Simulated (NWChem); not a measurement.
**CSeO (carbonyl selenide): levels of theory compared**

Aim: a comparison of 6 runs (HF/STO-3G, HF/3-21G, SVWN5/def2-TZVP, MP2/STO-3G, MP2/def2-TZVP, CCSD(T)/def2-TZVP) of CSeO (carbonyl selenide). 

The calculation is run with NWChem 7.3.0.

### Step 1. The structure to begin with

CSeO: 3 atoms, total charge 0, spin state singlet. As SMILES, `O=C=[Se]`. The shape is that of a PBE0-D4/def2-TZVP optimisation.

Bond lengths: O1–C2 1.149 Å, C2–Se3 1.707 Å. Angles: O1–C2–Se3 180.0°.

### Step 2. Energy and forces at HF/STO-3G (run 1)

Contents of cose.nw:

```
start cose
memory total 2200 mb
geometry units angstroms noautosym nocenter noautoz
  O       -0.819960       0.994920      -0.346520
  C       -0.114120       0.138480      -0.048230
  Se       0.934090      -1.133390       0.394750
end
basis spherical bse
  * library STO-3G
end
scf
  thresh 1e-08
  maxiter 80
end
task scf gradient
```

On the command line:

```console
$ nwchem cose.nw > cose.out
```

What it wrote:

```text
[...]
  functions       =    28
[...]
  wavefunction    = RHF
[...]
         Total SCF energy =  -2484.792421960817
      One-electron energy =  -3748.325398925914
      Two-electron energy =   1127.775733578557
 Nuclear repulsion energy =    135.757243386541
        Time for solution =      0.9s
[...]
                         RHF ENERGY GRADIENTS
    atom               coordinates                        gradient
                 x          y          z           x          y          z
   1 O      -1.549500   1.880126  -0.654828    0.029497  -0.035792   0.012466
   2 C      -0.215656   0.261689  -0.091141   -0.047210   0.057284  -0.019951
   3 Se      1.765174  -2.141797   0.745969    0.017712  -0.021492   0.007485
[...]
```

Run time: 1.9 s. Hardware: 1 thread of Intel Xeon 6975P-C (Granite Rapids), shared host; peak memory 0.1 GiB.

### Step 3. Energy and forces at HF/3-21G (run 2)

Contents of cose.nw:

```
start cose
memory stack 880 mb heap 220 mb global 1100 mb

geometry units angstrom noautosym nocenter noautoz
O     -0.819960     0.994920    -0.346520
C     -0.114120     0.138480    -0.048230
Se     0.934090    -1.133390     0.394750
end

basis "ao basis" spherical bse
* library 3-21G
end

scf
singlet
rhf
thresh 1e-08
maxiter 80
noprint "final vectors analysis"
end

task scf gradient
```

On the command line:

```console
$ nwchem cose.nw > cose.out
```

What it wrote:

```text
[...]
  functions       =    40
[...]
  wavefunction    = RHF
[...]
         Total SCF energy =  -2500.583069377949
      One-electron energy =  -3753.603827960524
      Two-electron energy =   1117.263515196035
 Nuclear repulsion energy =    135.757243386541
        Time for solution =      1.0s
[...]
                         RHF ENERGY GRADIENTS
    atom               coordinates                        gradient
                 x          y          z           x          y          z
   1 O      -1.549500   1.880126  -0.654828   -0.010394   0.012611  -0.004392
   2 C      -0.215656   0.261689  -0.091141    0.032723  -0.039705   0.013829
   3 Se      1.765174  -2.141797   0.745969   -0.022329   0.027093  -0.009436
[...]
```

Run time: 1.9 s. Hardware: 1 thread of Intel Xeon 6975P-C (Granite Rapids), shared host; peak memory 0.1 GiB.

Runs 3 to 5 aren't shown in full; the table further down has their settings and results.

### Step 4. A single-point energy at CCSD(T)/def2-TZVP (run 6)

Contents of job.nw:

```
start job
memory stack 880 mb heap 220 mb global 1100 mb

geometry units angstroms noautosym nocenter noautoz
 O       -0.819960       0.994920      -0.346520
 C       -0.114120       0.138480      -0.048230
 Se       0.934090      -1.133390       0.394750
end

basis spherical bse
 * library def2-TZVP
end

scf
 singlet
 rhf
 thresh 1e-08
 maxiter 80
end

ccsd
 freeze core 11
 maxiter 60
end

task ccsd(t) energy
```

On the command line:

```console
$ nwchem job.nw > job.out
```

What it wrote:

```text
[...]
  functions       =   110
[...]
  wavefunction    = RHF
[...]
         Total SCF energy =  -2512.632238865137
      One-electron energy =  -3767.674686020714
      Two-electron energy =   1119.285203769037
 Nuclear repulsion energy =    135.757243386541
        Time for solution =     27.8s
[...]
 Total MP2 energy:          -2513.273291174258702
[...]
             energy      energy      error      ampl     ampl      Block
                                                time     time      time
[...]
 Total CCSD energy:          -2513.265810732316822
[...]
 Total CCSD+T(CCSD) energy:          -2513.301080076244489
[...]
 Total CCSD(T) energy:               -2513.298476946365099
[...]
```

It took 3.9 min on 1 thread of Intel Xeon 6975P-C (Granite Rapids), shared host; peak memory 0.43 GiB.

### Step 5. Overview of the runs

```csv
run,level,iteration cap,module,energy (Eh),dipole moment (D),HOMO energy (eV),LUMO energy (eV),wall time
1,HF/STO-3G,80,scf,-2484.792422,1.05,-7.51,6.67,1.9 s
2,HF/3-21G,80,scf,-2500.583069,0.20,–,–,1.9 s
3,SVWN5/def2-TZVP,100,dft,-2510.670530,0.81,-7.13,-2.17,29 s
4,MP2/STO-3G,80,mp2,-2484.963802,1.00,-7.51,6.67,2.8 s
5,MP2/def2-TZVP,80,mp2,-2513.273291,0.54,-10.54,2.74,77 s
6,CCSD(T)/def2-TZVP,80,ccsd(t),-2513.298477,–,-10.54,2.74,3.9 min
```

### Step 6. Summary of results

```
                                           quantity           value
                                run 6: total energy  -2513.29848 Eh
         run 6: HOMO energy (Hartree–Fock orbitals)       -10.54 eV
         run 6: LUMO energy (Hartree–Fock orbitals)         2.74 eV
       run 6: HOMO–LUMO gap (Hartree–Fock orbitals)        13.28 eV
run 6: correlation energy (11 core orbitals frozen)      -666.2 mEh
                              run 6: (T) correction      -32.67 mEh
```

What this shows: Over runs 1, 2, 3, 4, 5 the dipole moment (its size) runs from 0.20 D (HF/3-21G) to 1.05 D (HF/STO-3G). The two dipoles point in opposite directions. In runs 1, 4 the basis is minimal, so the values are rough. All runs together took 5.8 min, the longest 3.9 min.
